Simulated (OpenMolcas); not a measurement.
**Fe³⁺ among point charges: CASSCF and CASPT2 levels and susceptibility**

How does a field of 2 point charges split the states of Fe³⁺, and what χT follows?

The numbers are computed with OpenMolcas 26.06 (state-averaged CASSCF and CASPT2, spin-orbit coupling by RASSI with atomic mean-field integrals), except any that are marked as measured or tabulated.

### Step 1. What is computed

```
Species                           : Fe³⁺ (iron, Z = 26, 23 electrons)
Basis                             : ANO-RCC-VDZP [5s4p2d1f], 34 functions
Scalar Hamiltonian                : DKH2, point nucleus
Inactive shells                   : 1s 2s 2p 3s 3p
Active space                      : 5 electrons in 5 orbitals (3d)
Some configurations of this space : 3d5
Orbitals                          : optimised for each spin and parity, averaged over all roots
```

Outer shells as boxes (Hund's rule):

3d5
```
3d [↑ ][↑ ][↑ ][↑ ][↑ ]
```

The ion sits among 2 point charges of -2 e arranged as a linear pair (D∞h), 2.09 Å from the ion.

The work runs as a chain of OpenMolcas steps in one folder; each step below is one input file. Labels, J, g values, rates, χT and fits are worked out afterwards by a script from the matrices that RASSI stores. The input lists half of the charges; inversion (Group=XYZ) makes the rest.

### Step 2. GATEWAY and SEWARD: basis and integrals

a.inp

```
&GATEWAY
Coord
1

Fe 0.0 0.0 0.0
Basis=ANO-RCC-VDZP
Group=XYZ
NoMove
AngMom=0.0 0.0 0.0
AMFI
XField
1 Angstrom 0
0.000000 0.000000 2.090000 -2.000000
&SEWARD
```

Launch:

```
$ OMP_NUM_THREADS=1 MOLCAS_MEM=1689 MOLCAS_PROJECT=a pymolcas a.inp > a.log
```

### Step 3. CASSCF: sextets of even parity, 1 root

a.inp

```
&RASSCF
FileOrb=start.orb
Symmetry=1
Spin=6
nActEl=5 0 0
Inactive=3 6
Ras2=5 0
CIRoot=1 1 1
SDav=1
CIMx=300
Iter=120 100
PrWF=0.3
OrbListing=Nothing
MaxOrb=0
>>> COPY $Project.JobIph JOB001
```

start.orb holds the contracted functions of the basis, ordered by shell, or the orbitals of the step before.

### Step 4. Reference wave functions, quartets of even parity, 24 roots

a.inp

```
&RASSCF
FileOrb=start.orb
Symmetry=1
Spin=4
nActEl=5 0 0
Inactive=3 6
Ras2=5 0
CIRoot=24 24 1
SDav=24
CIMx=300
Iter=120 100
PrWF=0.3
OrbListing=Nothing
MaxOrb=0
>>> COPY $Project.JobIph JOB002
```

### Step 5. Reference wave functions, doublets of even parity, 75 roots

a.inp

```
&RASSCF
FileOrb=start.orb
Symmetry=1
Spin=2
nActEl=5 0 0
Inactive=3 6
Ras2=5 0
CIRoot=75 75 1
SDav=75
CIMx=300
Iter=120 100
PrWF=0.3
OrbListing=Nothing
MaxOrb=0
>>> COPY $Project.JobIph JOB003
```

### Step 6. State interaction with spin-orbit coupling

a.inp

```
&RASSI
NrOfJobIphs=3 1 24 75
1
1 2 3 4 5 6 7 8 9 10 11 12 13 14 15 16 17 18 19 20 21 22 23 24
1 2 3 4 5 6 7 8 9 10 11 12 13 14 15 16 17 18 19 20 21 22 23 24 25 26 27
28 29 30 31 32 33 34 35 36 37 38 39 40 41 42 43 44 45 46 47 48 49 50 51
52 53 54 55 56 57 58 59 60 61 62 63 64 65 66 67 68 69 70 71 72 73 74 75
IphNames
JOB001
JOB002
JOB003
EJob
SpinOrbit
DIPRint=1.0
SOCoupling=1000.0
Subsets=2
Property=9
'ANGMOM' 1 'ANGMOM' 2 'ANGMOM' 3 'MLTPL  1' 1 'MLTPL  1' 2 'MLTPL  1' 3
'AMFI' 1 'AMFI' 2 'AMFI' 3
SOProperty=3
'ANGMOM' 1 'ANGMOM' 2 'ANGMOM' 3
```

### Step 7. CASPT2: IPEA 0.25, imaginary shift 0.1 (closed shells correlated: 3s 3p)

a.inp

```
>>> COPY JOB001 $Project.JobIph
&CASPT2
Multistate=1 1
Frozen=2 3
IPEA=0.25
Imaginary=0.1
MaxIter=60
WThr=0.0 0.3 0.05
PrWF=0.5
NoMix
>>> COPY JOB002 $Project.JobIph
&CASPT2
Multistate=24 1 2 3 4 5 6 7 8 9 10 11 12 13 14 15 16 17 18 19 20 21 22
23 24
NoMult
Frozen=2 3
IPEA=0.25
Imaginary=0.1
MaxIter=60
WThr=0.0 0.3 0.05
PrWF=0.5
NoMix
>>> COPY JOB003 $Project.JobIph
&CASPT2
Multistate=75 1 2 3 4 5 6 7 8 9 10 11 12 13 14 15 16 17 18 19 20 21 22
23 24 25 26 27 28 29 30 31 32 33 34 35 36 37 38 39 40 41 42 43 44 45 46
47 48 49 50 51 52 53 54 55 56 57 58 59 60 61 62 63 64 65 66 67 68 69 70
71 72 73 74 75
NoMult
Frozen=2 3
IPEA=0.25
Imaginary=0.1
MaxIter=60
WThr=0.0 0.3 0.05
PrWF=0.5
NoMix
```

(Steps that only read results are left out.)

Q: Predict the outcome of this session. Wanted: spin-free ground state; lowest level; next level.

**Answer**, as computed:

```
                 quantity                                                                        value
                   method  SS-CASPT2, IPEA 0.25, imaginary shift 0.1 (closed shells correlated: 3s 3p)
   spin-free ground state                                           6Sigma, 1-fold in its orbital part
             lowest level                                                2-fold, g = 0.00, 0.00, 10.01
               next level                                                                     0.5 cm⁻¹
              χT at 300 K                                                               4.39 cm³ K/mol
effective moment at 300 K                                                                      5.92 μB
```

Cost by method:

```
                                              method  time of its own steps  time with the reference
                                           A. CASSCF                   22 s                     22 s
B. SS-CASPT2, IPEA 0.25, imaginary shift 0.1, +3s 3p                  5.8 s                     28 s
```

Times are of one thread on a shared host.

**Reading.** The spin-free ground state (6Sigma) comes to 100 % from free-ion S terms and keeps the highest spin of the shell. χT at 300 K is 4.39, against 4.39 cm³ K/mol for the spin alone, as a half-filled shell (L = 0) has no orbital moment. An active space of the d shell alone favours high spin; real ions in strong fields can be low spin. CASPT2 does not keep the components of a term degenerate, and the means are used. The field of point charges can differ much from that of real complexes. With metal d orbitals alone active, the gaps between spin states are rough; where two lie within a few thousand cm-1, their order is open. This is an electrostatic model: the charges have no orbitals.
